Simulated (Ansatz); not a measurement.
LiIn3, space group Pm-3m, an equation of state with a fit

With the Ansatz DFT code, driven from Python.

At the Python prompt:
```pycon
>>> import ansatz as az
>>> import numpy as np
>>> from pymatgen.analysis.eos import EOS
>>> VECTORS = np.array([
...     [4.49285, 0.0, 0.0],
...     [0.0, 4.49285, 0.0],
...     [0.0, 0.0, 4.49285],
... ])
>>> SITES = [
...     ("Li", [0.5, 0.5, 0.5]),
...     ("In", [0.5, 0.0, 0.0]),
...     ("In", [0.0, 0.5, 0.0]),
...     ("In", [0.0, 0.0, 0.5]),
... ]
>>> def make_crystal(cell):
...     crystal = az.Crystal(lattice=az.Lattice.of(cell))
...     for symbol, position in SITES:
...         crystal = crystal.atom(symbol, position)
...     return crystal
...
>>> # uniform scaling of the cell
>>> volumes, energies, pressures = [], [], []
>>> for scale in np.linspace(0.9, 1.1, 9):
...     cell = VECTORS * scale ** (1 / 3)
...     base = (
...         make_crystal(cell).calculation()
...         .occupations("gaussian")
...         .functional("pbesol")
...         .basis(500)
...         .kpoints(5, 5, 5)
...         .stress()
...     )
...     report = base.run(threads=1, backend="cpu").report
...     volumes.append(abs(np.linalg.det(cell)) / len(SITES))
...     energies.append(report["free_energy_ev"] / len(SITES))
...     pressures.append(np.trace(report["stress_gpa"]) / 3)
...     print(f"V = {volumes[-1]:8.4f} A^3/atom  F = {energies[-1]:.5f} eV/atom  P = {pressures[-1]:8.3f} GPa")
...
V =  20.4055 A^3/atom  F = -4194.92022 eV/atom  P =    4.534 GPa
V =  20.9724 A^3/atom  F = -4194.93319 eV/atom  P =    2.847 GPa
V =  21.5392 A^3/atom  F = -4194.94070 eV/atom  P =    1.453 GPa
V =  22.1060 A^3/atom  F = -4194.94388 eV/atom  P =    0.398 GPa
V =  22.6728 A^3/atom  F = -4194.94385 eV/atom  P =   -0.386 GPa
V =  23.2397 A^3/atom  F = -4194.94126 eV/atom  P =   -1.070 GPa
V =  23.8065 A^3/atom  F = -4194.93627 eV/atom  P =   -1.755 GPa
V =  24.3733 A^3/atom  F = -4194.92887 eV/atom  P =   -2.419 GPa
V =  24.9401 A^3/atom  F = -4194.91923 eV/atom  P =   -3.017 GPa
>>> for form in ["vinet", "murnaghan", "pourier_tarantola"]:
...     fit = EOS(eos_name=form).fit(volumes, energies)
...     print(f"{form:18s} V0 {fit.v0:8.4f} A^3/atom  B0 {fit.b0_GPa:7.1f} GPa  B1 {fit.b1:5.2f}")
...
vinet              V0  22.3999 A^3/atom  B0    35.5 GPa  B1  5.66
murnaghan          V0  22.3979 A^3/atom  B0    35.2 GPa  B1  5.76
pourier_tarantola  V0  22.4040 A^3/atom  B0    35.6 GPa  B1  5.48
```

A third-order Birch-Murnaghan fit through the 9 points (the script's own form differs a little) has its minimum at 22.40 Å³ an atom, 1.2 % below the typed cell, with a bulk modulus of 35 GPa. From that minimum the energy rises by 24.3 meV an atom on the compressed side and 25.3 meV on the expanded side.

What to keep in mind:
- Absolute energies stand on the zero of these potentials, so only differences at equal settings mean something.
- For a metal this k-point mesh is coarse: on a finer one energies can move by several to tens of meV an atom and pressures by half a GPa or more, differences at one mesh by less.
- Pressure is positive in compression.
- This cell is a computed structure, which may not be the phase found in nature.
- Wall time of the script: 18 s on 1 thread of Arm Neoverse V1 (shared host), peak memory 0.5 GiB.
